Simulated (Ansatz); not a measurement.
# Pt: the cost of one run

Computed with Ansatz 0.2.0 (DFT r2SCAN, scalar-relativistic, plane waves, PAW, unless a step's input says otherwise).

1 further run of the same task is left out (it didn't finish). Runs told in other sessions of the task aren't counted.

### Step 1. Starting point

It takes space group P6_3/mmc (No. 194, hexagonal). Conventional cell: a = 2.761 Å, b = 2.761 Å, c = 4.792 Å, α = 90.00°, β = 90.00°, γ = 120.00°. Pt (site symmetry -6m2) is surrounded by 12 Pt at 2.76 to 2.88 Å.

Coordinates:

```cif
data_structure
_symmetry_space_group_name_H-M 'P6_3/mmc'
_symmetry_Int_Tables_number 194
_cell_length_a 2.7607
_cell_length_b 2.7607
_cell_length_c 4.7921
_cell_angle_alpha 90.000
_cell_angle_beta 90.000
_cell_angle_gamma 120.000
_cell_volume 31.63
loop_
_atom_site_label
_atom_site_type_symbol
_atom_site_symmetry_multiplicity
_atom_site_Wyckoff_symbol
_atom_site_fract_x
_atom_site_fract_y
_atom_site_fract_z
_atom_site_occupancy
Pt1 Pt 2 c 0.66667 0.33333 0.75000 1
```

It goes back to an entry of the Materials Project, which need not be the stable form.

The cell is taken as given, not relaxed at this level.

### Step 2. The reference cell

Reference values: F = -25073.4531 eV; pressure -6.42 GPa; largest force 0.000 eV/Å; gap on the mesh none (metal). It was computed beforehand with the settings of the runs below.

### Step 3. Next: a strain scan

The cell is strained by ε times the Voigt pattern (1, 1, 0, 0, 0, 0) (xx, yy, zz, yz, xz, xy; engineering shear), with fractional coordinates fixed (clamped ions). The stress on the pattern is the sum of the stress components weighted by it, tension positive.

### Step 4. Point ε = -0.1000

Contents of input.yaml:

```yaml
crystal:
  lattice:
    - [2.4845990542, 0.0, 0.0]
    - [-1.2422995271, 2.1517258992, 0.0]
    - [0.0, 0.0, 4.792134]
  atoms:
    - { symbol: Pt, position: [0.6666666667, 0.3333333333, 0.75] }
    - { symbol: Pt, position: [0.3333333333, 0.6666666667, 0.25] }
basis:
  ecutwfc: 500
kpoints:
  mp_grid: { grid: [18, 18, 10] }
hamiltonian:
  xc: r2scan
scf:
  occupations: { method: gaussian, width: 0.15 }
output:
  forces: true
  stress: true
  eigenvalues: true
  write_density: true
  write_potential: true
  elf: true
  volumetric_format: npy
```

Command:

```sh
$ ansatz run input.yaml --threads 1 --pin off --max-ram 2560MiB --backend cpu --events-out ev --progress --plain --runs-dir out
```

What time and memory should one allow on 1 thread of Intel Xeon at 2.50GHz (Skylake/Cascade Lake), shared host?

About 28 s, with a peak of 0.47 GiB.
